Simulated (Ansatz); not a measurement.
# GaCO (doublet): from Hartree-Fock to the top rungs, cc-pVDZ

Aim: climb from Hartree-Fock through coupled cluster and multireference methods for GaCO (doublet) at one geometry and basis, and see what each rung misses.

Method: cc-pVDZ, core rule «outside noble gas», up to 16 orbitals frozen; program: Ansatz 0.2.0, Gaussian basis.

Plan: UHF; CCSD(T) on ROHF; CCSD(T) on UHF; BCCD(T) on ROHF; CISD; CCSDT(Q) on ROHF; CCSDT(Q) on UHF; CASSCF and MRCISD+Q, 11 electrons in 11 orbitals; CASSCF and NEVPT2, 11 electrons in 11 orbitals.

29 further runs of the same task are left out: 4 for a known fault of the program, 11 that didn't finish, 14 set aside as unsound or not needed.

## (1) The system

The geometry is a PBE0/def2-TZVP stationary point (not a proven minimum) of the parent state, kept for this charge and spin. No spin-orbit coupling is included. The filled d shell of Ga may be among the frozen orbitals whatever the setting's name suggests; the logs give the count.

3 atoms, charge 0, spin multiplicity 2.

Atoms are counted from 1 here; the program's logs count them from 0.

Bond lengths: Ga1–C2 1.839 Å, C2–O3 1.161 Å. Angles: Ga1–C2–O3 180.0°.

## (2) UHF

in.yaml reads:

```yaml
crystal:
  periodic: [false, false, false]
  atoms:
    - {symbol: Ga, position_ang: [0.000000, 0.000000, 1.613200]}
    - {symbol: C, position_ang: [0.000000, 0.000000, -0.226200]}
    - {symbol: O, position_ang: [0.000000, 0.000000, -1.387000]}
basis:
  gaussian: {orbitals: cc-pVDZ}
magnetization: {spin_polarized: true, initial_magnetization: 1}
hamiltonian: {xc: hf}
output: {orbitals: {seedname: orbitals}}
```

Command:

```console
> ansatz run in.yaml --threads 1 --pin off --events-out ev --progress --plain --max-ram 2393MiB
```

The runs that follow: CCSD(T) on ROHF; CCSD(T) on UHF; BCCD(T) on ROHF; CISD; CCSDT(Q) on ROHF; CCSDT(Q) on UHF; CASSCF and MRCISD+Q, 11 electrons in 11 orbitals; CASSCF and NEVPT2, 11 electrons in 11 orbitals.

Q: Predict the results of all the runs planned. Wanted: UCCSDT(Q) below the RHF energy; RMP2 from UCCSDT(Q); UMP2 from UCCSDT(Q); RCCSD from UCCSDT(Q); RCCSD(T) from UCCSDT(Q); UCCSD(T) from UCCSDT(Q); RCCSDT(Q) from UCCSDT(Q); NEVPT2 valence from UCCSDT(Q); MRCISD+Q valence from UCCSDT(Q).

The runs gave:

| quantity | value |
| --- | --- |
| UCCSDT(Q) below the RHF energy | -10.0897 eV |
| RMP2 from UCCSDT(Q) | +886.9 meV |
| UMP2 from UCCSDT(Q) | +922.7 meV |
| RCCSD from UCCSDT(Q) | +436.6 meV |
| RCCSD(T) from UCCSDT(Q) | +63.8 meV |
| UCCSD(T) from UCCSDT(Q) | +64.3 meV |
| RCCSDT(Q) from UCCSDT(Q) | +6.6 meV |
| NEVPT2 valence from UCCSDT(Q) | +1141.3 meV |
| MRCISD+Q valence from UCCSDT(Q) | +104.2 meV |
| levels within 1 kcal/mol (43 meV) | RCCSDT, UCCSDT, RCCSDT(Q) |
| T1 diagnostic | 0.025 |
| effectively unpaired electrons | 1.08 |

RCCSD(T) lands +63.8 meV from the yardstick (0.6 % of the correlation energy). One determinant dominates. Of the multireference levels listed MRCISD+Q valence comes nearest in total energy (+104.2 meV), which doesn't show that its space is the better one. These misses are within one basis, not against nature; the frozen cores of restricted and unrestricted runs differ, which can shift their rows.
